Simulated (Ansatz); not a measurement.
Predict the output of the script below (Ansatz 0.2.0 through its Python package).

`adiabatic_h4ssisn.py`:
```python
"""Vertical and adiabatic ionisation of H4SSiSn."""

import itertools

import ansatz as az
from ase.data import atomic_numbers, covalent_radii
import numpy as np

GEOMETRY = """
Si   -0.90640   -0.07690   -0.80980
S    -0.30160   -1.79270    0.18230
Sn    0.91300    0.24170    0.75200
H    -2.16740    0.48390   -0.32350
H    -0.56770   -0.00700   -2.25810
H     0.52320    0.83380    2.36230
H     2.56820    0.24930    0.04920
"""

molecule = az.Crystal.molecule()
for line in GEOMETRY.strip().splitlines():
    symbol, *xyz = line.split()
    molecule = molecule.atom(symbol, [float(v) for v in xyz])

calculation = (
    molecule.calculation()
    .basis(gaussian="def2-SVP")
    .functional("CAM-B3LYP")
    .accuracy("medium")
    .scf(lower_state_search="light")
)
symbols = [site.symbol for site in molecule.cartesian_sites]
start = np.array([site.position_ang for site in molecule.cartesian_sites], dtype=float)
summary = calculation.relax(force_tolerance=0.01, max_steps=100).run(threads=1).report
end = np.array(summary["positions_ang"])

minimum = az.Crystal.molecule()
for symbol, place in zip(symbols, end):
    minimum = minimum.atom(symbol, place.tolist())
ion = minimum.calculation()
ion = ion.basis(gaussian="def2-SVP")
ion = ion.functional("CAM-B3LYP")
ion = ion.accuracy("medium")
ion = ion.scf(lower_state_search="light")
ion = ion.charge(1)
ion = ion.spin("collinear", total=1)
vertical = ion.run(threads=1).report
settled = ion.relax(force_tolerance=0.01, max_steps=80).run(threads=1).report
print(f"vertical ionisation energy   {vertical['free_energy_ev'] - summary['free_energy_ev']:.3f} eV")
print(f"adiabatic, no zero point     {settled['free_energy_ev'] - summary['free_energy_ev']:.3f} eV")
print(f"relaxation energy of the ion {vertical['free_energy_ev'] - settled['free_energy_ev']:.3f} eV")
ionised = np.array(settled["positions_ang"])
# pairs closer than 1.2 times the sum of covalent radii, before or after
radius = [covalent_radii[atomic_numbers[s]] for s in symbols]
span = lambda where, i, j: np.linalg.norm(where[i] - where[j])
bonded = [(i, j) for i, j in itertools.combinations(range(len(symbols)), 2) if min(span(end, i, j), span(ionised, i, j)) < 1.2 * (radius[i] + radius[j])]
print("pair        before    after (A)")
for i, j in bonded:
    print(f"{symbols[i]}{i}-{symbols[j]}{j}".ljust(10), f"{span(end, i, j):8.4f} {span(ionised, i, j):8.4f}")
```

```console
$ python adiabatic_h4ssisn.py
vertical ionisation energy   8.820 eV
adiabatic, no zero point     8.340 eV
relaxation energy of the ion 0.480 eV
pair        before    after (A)
Si0-S1       2.1265   2.0932
Si0-Sn2      2.4863   2.7757
Si0-H3       1.4843   1.4754
Si0-H4       1.4842   1.4754
S1-Sn2       2.5265   2.4661
Sn2-H5       1.7027   1.6874
Sn2-H6       1.7028   1.6874
```

Reading the output:
- These settings explore the input space; basis and method may be short of convergence.
- The energies are electronic: no zero-point or thermal terms, and the basis set is short of its limit. The product may relax into another structure. The relaxation finds the nearest minimum, so the adiabatic value is an upper bound.
- def2 sets replace the cores of elements past krypton by effective core potentials.
- It ran for 92 s on 1 thread of Arm Neoverse V2 (shared host), peak memory 0.38 GiB.
